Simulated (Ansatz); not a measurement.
**C4H11OSb: one species, many methods**

The task here is to estimate one member of a computed series from the others.

Program: Ansatz 0.2.0, Gaussian basis. Level of theory: functionals in def2-TZVPP, the program's frozen cores in correlated methods. These are calculated values, not measurements.

The runs, in order: LDA (SPW92), PBE-D4, revPBE-D4, BLYP-D4, r2SCAN-D4, B97M-V, PBE0-D4, B3LYP-D4, r2SCANh-D4, r2SCAN0-D4, HSE06-D4, BHLYP-D4, CAM-B3LYP-D4, LC-ωPBE, ωB97X-V, ωB97M-V, B2PLYP, PBE-QIDH; CCSD(T)/def2-SVP; CCSD(T)/def2-TZVPP; MP2/def2-QZVPP; extrapolation to the limit; RPA on PBE.

## Structure used throughout

An earlier PBE0-D4 in a triple-zeta def2 set relaxation fixed the geometry. Sb takes the def2 core potential; no spin-orbit term is included.

SMILES `C[O][SbH][CH](C)C`, 17 atoms, charge 0, spin multiplicity 1.

Atoms are counted from 1 here; the program's logs count them from 0.

Bond lengths: C1–O2 1.405 Å, C1–H7 1.098 Å, C1–H8 1.094 Å, C1–H9 1.099 Å, O2–Sb3 1.978 Å, Sb3–C4 2.175 Å, Sb3–H10 1.716 Å, C4–C5 1.516 Å, C4–C6 1.520 Å, C4–H11 1.096 Å, C5–H12 1.094 Å, C5–H13 1.096 Å, C5–H14 1.091 Å, C6–H15 1.095 Å, C6–H16 1.096 Å, C6–H17 1.094 Å. Angles: O2–C1–H7 112.8°, O2–C1–H8 107.9°, O2–C1–H9 112.5°, H7–C1–H8 107.8°, H7–C1–H9 107.9°, H8–C1–H9 107.7°, C1–O2–Sb3 117.9°, O2–Sb3–C4 96.2°, O2–Sb3–H10 92.2°, C4–Sb3–H10 91.9°, Sb3–C4–C5 111.5°, Sb3–C4–C6 109.0°, Sb3–C4–H11 104.3°, C5–C4–C6 112.8°, C5–C4–H11 109.6°, C6–C4–H11 109.2°, C4–C5–H12 110.8°, C4–C5–H13 110.7° and more.

Geometry (Å):

```xyz
17

C     1.1508   -2.5309   -1.3476
O     1.2716   -1.1477   -1.1344
Sb    1.2610   -0.4948    0.7332
C    -0.6750    0.4896    0.6259
C    -0.8648    1.2021   -0.6988
C    -0.8258    1.4179    1.8202
H     1.8950   -3.1137   -0.7879
H     1.3082   -2.7216   -2.4130
H     0.1547   -2.9124   -1.0827
H     2.0820    0.9489    0.3035
H    -1.4000   -0.3276    0.7110
H    -0.1762    2.0477   -0.7871
H    -1.8848    1.5949   -0.7842
H    -0.6819    0.5382   -1.5457
H    -0.0864    2.2247    1.7910
H    -1.8146    1.8897    1.8218
H    -0.7138    0.8951    2.7747
```

The first run:

in.yaml reads:

```yaml
crystal:
  periodic: [false, false, false]
  atoms:
    - {symbol: C, position_ang: [1.150799, -2.530871, -1.347592]}
    - {symbol: O, position_ang: [1.271580, -1.147692, -1.134369]}
    - {symbol: Sb, position_ang: [1.260968, -0.494824, 0.733222]}
    - {symbol: C, position_ang: [-0.675023, 0.489639, 0.625920]}
    - {symbol: C, position_ang: [-0.864750, 1.202061, -0.698824]}
    - {symbol: C, position_ang: [-0.825833, 1.417858, 1.820190]}
    - {symbol: H, position_ang: [1.894972, -3.113658, -0.787906]}
    - {symbol: H, position_ang: [1.308242, -2.721620, -2.412999]}
    - {symbol: H, position_ang: [0.154735, -2.912377, -1.082730]}
    - {symbol: H, position_ang: [2.082025, 0.948924, 0.303538]}
    - {symbol: H, position_ang: [-1.400042, -0.327650, 0.711040]}
    - {symbol: H, position_ang: [-0.176222, 2.047687, -0.787114]}
    - {symbol: H, position_ang: [-1.884828, 1.594891, -0.784222]}
    - {symbol: H, position_ang: [-0.681859, 0.538218, -1.545666]}
    - {symbol: H, position_ang: [-0.086389, 2.224681, 1.790984]}
    - {symbol: H, position_ang: [-1.814587, 1.889674, 1.821843]}
    - {symbol: H, position_ang: [-0.713787, 0.895078, 2.774695]}
basis:
  gaussian: {orbitals: def2-TZVPP}
hamiltonian: {xc: lda}
output: {orbitals: {seedname: orbitals}}
```

Among the steps run: LDA; PBE-D4 (GGA); revPBE-D4 (GGA); BLYP-D4 (GGA); r2SCAN-D4 (meta-GGA); B97M-V (meta-GGA); PBE0-D4 (hybrid); B3LYP-D4 (hybrid); r2SCANh-D4 (hybrid); r2SCAN0-D4 (hybrid); HSE06-D4 (hybrid); BHLYP-D4 (hybrid); CAM-B3LYP-D4 (range-separated); LC-ωPBE (range-separated); ωB97X-V (range-separated); ωB97M-V (range-separated); B2PLYP (double hybrid); PBE-QIDH (double hybrid).

One of the session's tables, all rows but one given; the rest of the session is left out.

It belongs to the step «Frontier levels by functional». 

| functional | HOMO (eV) | gap (eV) |
| --- | --- | --- |
| LDA (SPW92) | -5.66 | 3.88 |
| PBE-D4 | -5.52 | 4.00 |
| revPBE-D4 | -5.46 | 4.07 |
| BLYP-D4 | -5.41 | 3.99 |
| r2SCAN-D4 | -5.76 | 4.46 |
| B97M-V | -5.83 | 4.43 |
| PBE0-D4 | -6.64 | 5.92 |
| B3LYP-D4 | -6.46 | 5.52 |
| r2SCANh-D4 | -6.18 | 5.17 |
| r2SCAN0-D4 | ? | ? |
| HSE06-D4 | -6.25 | 5.16 |
| BHLYP-D4 | -7.63 | 7.73 |
| CAM-B3LYP-D4 | -7.90 | 8.13 |
| LC-ωPBE | -9.12 | 10.50 |
| ωB97X-V | -8.83 | 10.05 |
| ωB97M-V | -8.74 | 9.74 |

Q: Estimate the row for r2SCAN0-D4 from the others.

Worked estimate for «HOMO (eV)». Against the share of exact exchange, r2SCAN-D4 (0, -5.76), r2SCANh-D4 (0.1, -6.18) give a slope of -4.20 per unit share; at 0.25 the line stands at -6.81.

The run gave: HOMO (eV): -6.80; gap (eV): 6.21. In «HOMO (eV)» the line misses by -0.01.
